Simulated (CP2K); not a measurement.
# GaF (SMILES [F][Ga]): PBE/DZVP-MOLOPT-SR-GTH (core potential)

What is the vertical ionisation energy of GaF at PBE/DZVP-MOLOPT-SR-GTH (core potential)? 

Program for the calculation: CP2K 2026.2.

6 further runs of the same task are left out: 3 that didn't finish, 3 set aside as unsound or not needed.

**1. The molecule**

GaF has 2 atoms, charge 0, and is taken as a singlet. SMILES: `[F][Ga]`. The coordinates come from a PBE0-D4/def2-TZVP relaxation.

Bond lengths: F1–Ga2 1.787 Å.

**2. A single-point energy at PBE/DZVP-MOLOPT-SR-GTH (core potential)**

job.inp

```
&GLOBAL
 PROJECT_NAME job
 RUN_TYPE ENERGY
 PRINT_LEVEL MEDIUM
&END GLOBAL

&FORCE_EVAL
 METHOD QUICKSTEP
 &DFT
  BASIS_SET_FILE_NAME BASIS_MOLOPT
  POTENTIAL_FILE_NAME GTH_POTENTIALS
  &QS
   METHOD GPW
   EPS_DEFAULT 1.0E-10
  &END QS
  # plane-wave cutoff in Ry
  &MGRID
   CUTOFF 400
   REL_CUTOFF 50
   NGRIDS 4
  &END MGRID
  # cluster boundary conditions
  &POISSON
   PERIODIC NONE
   POISSON_SOLVER MULTIPOLE
  &END POISSON
  &SCF
   SCF_GUESS ATOMIC
   EPS_SCF 1.0E-06
   MAX_SCF 40
   &OT
    MINIMIZER DIIS
    PRECONDITIONER FULL_SINGLE_INVERSE
   &END OT
   &OUTER_SCF
    EPS_SCF 1.0E-06
    MAX_SCF 5
   &END OUTER_SCF
  &END SCF
  &XC
   &XC_FUNCTIONAL PBE
   &END XC_FUNCTIONAL
  &END XC
  # extra output
  &PRINT
   &MOMENTS
    PERIODIC F
    REFERENCE COM
    MAX_MOMENT 1
   &END MOMENTS
   &MO_CUBES
    NLUMO 1
    NHOMO -1
    WRITE_CUBE F
   &END MO_CUBES
   &HIRSHFELD OFF
   &END HIRSHFELD
  &END PRINT
 &END DFT
 &SUBSYS
  &CELL
   ABC 7 7 8.8
   PERIODIC NONE
  &END CELL
  &COORD
   UNIT bohr
   F      0.0000000     0.0000000     0.0119053
   Ga     0.0000000     0.0000000     3.3879955
  &END COORD
  &TOPOLOGY
   &CENTER_COORDINATES
   &END CENTER_COORDINATES
  &END TOPOLOGY
  &KIND F
   BASIS_SET DZVP-MOLOPT-SR-GTH-q7
   POTENTIAL GTH-PBE-q7
  &END KIND
  &KIND Ga
   BASIS_SET DZVP-MOLOPT-SR-GTH-q13
   POTENTIAL GTH-PBE-q13
  &END KIND
 &END SUBSYS
&END FORCE_EVAL
```

Launch:

```
$ OMP_NUM_THREADS=1 cp2k.psmp job.inp > job.out
```

The program printed, shortened:

```text
CP2K| version string:                                       CP2K version 2026.2
[...]
 GLOBAL| Method name                                                        CP2K
[...]
 GLOBAL| Run type                                                         ENERGY
[...]
 DFT| Spin restricted Kohn-Sham (RKS) calculation                            RKS
 DFT| Multiplicity                                                             1
[...]
 DFT| Charge                                                                   0
[...]
 FUNCTIONAL| PBE:
 QS| Method:                                                                 GPW
[...]
 QS| Density cutoff [a.u.]:                                                200.0
[...]
 QS| Relative density cutoff [a.u.]:                                        25.0
[...]
                             - Atoms:                                          2
[...]
                             - Spherical basis functions:                     38
[...]
 Number of electrons:                                                         20
[...]
     1 OT DIIS     0.80E-01    0.5     0.36205176       -95.8681799192 -9.59E+01
[...]
     9 OT DIIS     0.80E-01    0.5     0.00000046       -98.8398097913 -6.43E-11
  *** SCF run converged in     9 steps ***
[...]
  Overlap energy of the core charge distribution:               0.00000000753674
  Self energy of the core charge distribution:               -161.60635070151676
  Core Hamiltonian energy:                                     47.31514665189722
  Hartree energy:                                              30.25201064064322
  Exchange-correlation energy:                                -14.80061638988406
  Total energy:                                               -98.83980979132366
[...]
                     Mulliken Population Analysis
 #  Atom  Element  Kind  Atomic population                           Net charge
       1     F        1          7.377043                             -0.377043
       2     Ga       2         12.622957                              0.377043
 # Total charge                             20.000000                 -0.000000
[...]
  Dipole moment [Debye]
    X=  0.1657528E-05 Y= -0.4684325E-05 Z=  0.2315657E+01  Total=      2.3156566
[...]
 HOMO - LUMO gap [eV] :    4.736710
 ENERGY| Total FORCE_EVAL ( QS ) energy [hartree]            -98.839809791323660
[...]
```

Run time: 25 s. Hardware: 1 thread of Arm Neoverse V2, shared host; peak memory 0.44 GiB.

**3. The doublet cation at the same level**

molecule.xyz

```xyz
2

F      0.000000     0.000000     0.006300
Ga     0.000000     0.000000     1.792850
```

molecule.inp

```
&global
   project_name molecule
   run_type ENERGY
   print_level MEDIUM
&end global

&force_eval
   method Quickstep
   &dft
      basis_set_file_name BASIS_MOLOPT
      potential_file_name GTH_POTENTIALS
      charge 1
      multiplicity 2
      lsd T
      &qs
         method GPW
         eps_default 1.0E-10
      &end qs
      &mgrid
         cutoff 400
         rel_cutoff 50
         ngrids 4
      &end mgrid
      &poisson
         periodic NONE
         poisson_solver MULTIPOLE
      &end poisson
      &scf
         scf_guess ATOMIC
         eps_scf 1.0E-06
         max_scf 30
         &ot ON
            minimizer DIIS
            preconditioner FULL_SINGLE_INVERSE
         &end ot
         &outer_scf
            eps_scf 1.0E-06
            max_scf 10
         &end outer_scf
      &end scf
      # functional
      &xc
         &xc_functional PBE
         &end xc_functional
      &end xc
      &print
         &moments
            periodic F
            reference COM
            max_moment 1
         &end moments
         &mo_cubes
            nlumo 5
            nhomo -1
            write_cube F
         &end mo_cubes
         &hirshfeld OFF
         &end hirshfeld
      &end print
   &end dft
   &subsys
      &cell
         abc [angstrom] 7 7 8.8
         periodic NONE
      &end cell
      &topology
         coord_file_name molecule.xyz
         coord_file_format XYZ
         &center_coordinates
         &end center_coordinates
      &end topology
      &kind F
         basis_set DZVP-MOLOPT-SR-GTH-q7
         potential GTH-PBE-q7
      &end kind
      &kind Ga
         basis_set DZVP-MOLOPT-SR-GTH-q13
         potential GTH-PBE-q13
      &end kind
   &end subsys
&end force_eval
```

Launch:

```
$ OMP_NUM_THREADS=1 cp2k.psmp -i molecule.inp > molecule.out 2>&1
```

The program printed, shortened:

```text
CP2K| version string:                                       CP2K version 2026.2
[...]
 GLOBAL| Method name                                                        CP2K
[...]
 GLOBAL| Run type                                                         ENERGY
[...]
 DFT| Spin unrestricted (spin-polarized) Kohn-Sham calculation               UKS
 DFT| Multiplicity                                                             2
[...]
 DFT| Charge                                                                   1
[...]
 FUNCTIONAL| PBE:
 QS| Method:                                                                 GPW
[...]
 QS| Density cutoff [a.u.]:                                                200.0
[...]
 QS| Relative density cutoff [a.u.]:                                        25.0
[...]
                             - Atoms:                                          2
[...]
                             - Spherical basis functions:                     38
[...]
 Number of electrons:                                                         10
[...]
     1 OT DIIS     0.80E-01    0.8     0.20577429       -94.9469725335 -9.49E+01
[...]
    18 OT DIIS     0.80E-01    0.8     0.00000052       -98.4520008433 -3.25E-10
  *** SCF run converged in    18 steps ***
[...]
  Overlap energy of the core charge distribution:               0.00000000753674
  Self energy of the core charge distribution:               -161.60635070151676
  Core Hamiltonian energy:                                     46.94968443576192
  Hartree energy:                                              30.70684301975008
  Exchange-correlation energy:                                -14.50217760484672
  Total energy:                                               -98.45200084331475
[...]
                     Mulliken Population Analysis
 #  Atom  Element  Kind  Atomic population (alpha,beta) Net charge  Spin moment
       1     F        1         3.723918     3.416127    -0.140045     0.307791
       2     Ga       2         6.276082     5.583873     1.140045     0.692209
 # Total charge and spin       10.000000     9.000000     1.000000     1.000000
[...]
  Dipole moment [Debye]
    X= -0.1793260E-04 Y= -0.4225354E-05 Z=  0.3364312E+01  Total=      3.3643125
[...]
 HOMO - LUMO gap [eV] :    2.062990
 ENERGY| Total FORCE_EVAL ( QS ) energy [hartree]            -98.452000843314750
[...]
```

It took 41 s on 1 thread of Arm Neoverse V2, shared host; peak memory 0.54 GiB.

**4. Summary of results**

Level: PBE/DZVP-MOLOPT-SR-GTH (core potential).

```
                                          quantity         value
                         singlet GaF: total energy  -98.83981 Eh
                        singlet GaF: dipole moment        2.32 D
                          singlet GaF: HOMO energy      -6.67 eV
                          singlet GaF: LUMO energy      -1.94 eV
                        singlet GaF: HOMO–LUMO gap       4.74 eV
                      doublet cation: total energy  -98.45200 Eh
doublet cation: HOMO energy (highest over α and β)     -15.86 eV
 doublet cation: LUMO energy (lowest over α and β)     -14.43 eV
                              doublet cation: ⟨S²⟩         0.753
vertical ionisation energy (to the doublet cation)     10.553 eV
```

Removing an electron at fixed nuclei costs 10.55 eV (1018 kJ/mol). −ε(HOMO) before ionisation, 6.67 eV, is 3.88 eV below this ionisation energy.
